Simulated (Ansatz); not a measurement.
**H6OSeSi: a trajectory, and a look at its input**

Aim: a trajectory from the structure below. Read the input with care, then see what the program makes of it. The step meant is a four-centre ligand exchange at charge 0 and multiplicity 1, which changes Si1–Se7, O2–H6, Si1–O2, H6–Se7.

Program: Ansatz 0.2.0, Gaussian basis. Level of theory: PBE0-D4/def2-SVP. These are calculated values, not measurements.

1 further run of the same task is left out (it didn't finish).

### 1 The structure

```
Si   -1.2548   -0.9389    0.3257
O    -0.4742    0.4976    0.5775
H    -2.6014   -0.7217   -0.2685
H    -0.3964   -1.6960   -0.6116
H    -1.4212   -1.6922    1.5976
H     1.5626    0.8794   -0.1869
Se    2.9508    0.9911   -0.6591
H    -0.8773    1.1343    1.1690
H     2.5118    1.5463   -1.9437
```

### 2 The run

Contents of run/in.yaml:

```yaml
crystal:
  periodic: [false, false, false]
  atoms:
    - {symbol: Si, position_ang: [-1.254821, -0.938865, 0.325662]}
    - {symbol: O, position_ang: [-0.474199, 0.497574, 0.577503]}
    - {symbol: H, position_ang: [-2.601352, -0.721713, -0.268542]}
    - {symbol: H, position_ang: [-0.396420, -1.696013, -0.611559]}
    - {symbol: H, position_ang: [-1.421226, -1.692172, 1.597583]}
    - {symbol: H, position_ang: [1.562562, 0.879416, -0.186934]}
    - {symbol: Se, position_ang: [2.950802, 0.991105, -0.659056]}
    - {symbol: H, position_ang: [-0.877252, 1.134343, 1.168998]}
    - {symbol: H, position_ang: [2.511806, 1.546324, -1.943654]}
basis:
  gaussian: {orbitals: def2-SVP}
hamiltonian: {xc: pbe0, dispersion: d4}
md: {n_steps: 30, timestep: 0.5, temperature: 700, ensemble: nose, seed: 896, friction: 0.01, initial_velocities: maxwell_boltzmann}
```

Command:

```bash
ansatz run in.yaml --threads 4 --pin off --events-out ev --progress --plain --max-ram 9574MiB
```

The program printed:

```text
Error: YAML parse error: error: line 16 column 62: unknown variant `nose`, expected one of nve, nve_milne, nvt_langevin, nvt_nose_hoover, npt_langevin
  --> <input>:16:62
   |
14 |   gaussian: {orbitals: def2-SVP}
15 | hamiltonian: {xc: pbe0, dispersion: d4}
16 | md: {n_steps: 30, timestep: 0.5, temperature: 700, ensemble: nose, seed: 896, friction: 0.01, initial_velocities: maxwell_bolt…
   |                                                              ^ unknown variant `nose`, expected one of nve, nve_milne, nvt_langevin, nvt_nose_hoover, npt_langevin
```

It took 0.05 s on 4 threads of Arm Neoverse V1, shared host.

### 3 What came out

| quantity | value |
| --- | --- |
| outcome | refused |
| fault | unknown ensemble |
| steps taken | 0 |

In words: The program refused the input before any work. The ensemble's name is not one that the program knows. The cure: name one that the program lists, such as nve, nvt_langevin or nvt_nose_hoover.
